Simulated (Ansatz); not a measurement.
# NiO (R-3m): equation of state

An exercise on one series of results from a longer session: the logs are not shown, and one member is left open.

Computed with Ansatz 0.2.0 (DFT PBE, scalar-relativistic, plane waves, PAW, unless a step's input says otherwise).

## The structure to begin with

Symmetry: R-3m, No. 166, trigonal system. Conventional cell: a = 2.971 Å, b = 2.971 Å, c = 7.229 Å, α = 90.00°, β = 90.00°, γ = 120.00°. Ni (site symmetry -3m) is surrounded by 6 O at 2.10 Å. O (site symmetry -3m) is surrounded by 6 Ni at 2.10 Å.

Structure file:

```cif
data_structure
_symmetry_space_group_name_H-M 'R-3m:H'
_symmetry_Int_Tables_number 166
_cell_length_a 2.9708
_cell_length_b 2.9708
_cell_length_c 7.2294
_cell_angle_alpha 90.000
_cell_angle_beta 90.000
_cell_angle_gamma 120.000
_cell_volume 55.26
loop_
_atom_site_label
_atom_site_type_symbol
_atom_site_symmetry_multiplicity
_atom_site_Wyckoff_symbol
_atom_site_fract_x
_atom_site_fract_y
_atom_site_fract_z
_atom_site_occupancy
Ni1 Ni 3 a 0.00000 0.00000 0.00000 1
O1 O 3 b 0.33333 0.66667 0.16667 1
```

This cell comes from an earlier session at PBE: 9.210 Å³/atom at 0.00 GPa, on a 10×10×10 mesh. The large moments point both ways and cancel.

Volume factors to run: 0.980, 1.020, 0.960, 1.040.

Set-up of the first run:

input.yaml reads:

```yaml
crystal:
  lattice:
    - [-2.0684006539, -2.0684006539, 4.1549969819]
    - [-4.1549969819, -2.0684006539, 2.0684006539]
    - [-2.0684006539, -4.1549969819, 2.0684006539]
  atoms:
    - { symbol: Ni, position: [0.0, 0.0, 0.0], spin: 1.51 }
    - { symbol: O, position: [1.2499992777, -0.7500007223, -0.7500007223] }
    - { symbol: Ni, position: [0.5, 0.5, 0.5], spin: -1.51 }
    - { symbol: O, position: [1.7500007223, -0.2499992777, -0.2499992777] }
basis:
  ecutwfc: 420
  ecutrho_ratio: 4
kpoints:
  mp_grid: { grid: [10, 10, 10] }
hamiltonian:
  xc: pbe
scf:
  occupations: { method: gaussian, width: 0.05 }
output:
  forces: true
  stress: true
  eigenvalues: true
  populations: true
magnetization:
  spin_polarized: true
relax:
  f_tol: 0.01
  max_steps: 40
  cell: { stress_tol: 0.1, fix: [volume] }
```

Run with:

```bash
$ ansatz run input.yaml --threads 1 --pin off --max-ram 2560MiB --backend cpu --events-out ev --progress --plain --runs-dir out
```

Among the steps run: At 0.980 of the relaxed volume; Volume × 1.020; Scaling the volume by 0.960; Volume × 1.040.

One of the session's tables, all rows but one given; the rest of the session is left out.

| volume (Å³/atom) | energy (meV/atom) | pressure (GPa) | moment of atom 1 (μB) |
| --- | --- | --- | --- |
| 8.841 | 9.60 | 8.66 | 1.35 |
| 9.025 | 2.31 | 4.09 | 1.36 |
| 9.210 | 0.00 | 0.00 | 1.37 |
| 9.394 | ? | ? | ? |
| 9.578 | 8.28 | -6.94 | 1.39 |

**Question.** Estimate the row for volume (Å³/atom) = 9.394.

Worked estimate for «energy (meV/atom)». A straight line through the neighbours (9.210, 0.00) and (9.578, 8.28) gives 0.00 + (8.28 − 0.00) × (9.394 − 9.210) / (9.578 − 9.210) = 4.14; a parabola fitted to 3 rows on both sides gives 2.00.

As computed: energy (meV/atom): 2.16; pressure (GPa): -3.66; moment of atom 1 (μB): 1.38. In «energy (meV/atom)» the line misses by +1.98 and the parabola by -0.16.

volume (Å³/atom), energy (meV/atom) and a bar:
```
     8.84        9.6 ##############################
     9.03        2.3 #######
     9.21        0.0 
     9.39        2.2 #######
     9.58        8.3 ##########################
```

Caveats from the session: Warnings in the runs' records: anti translation declined, stability check not made.
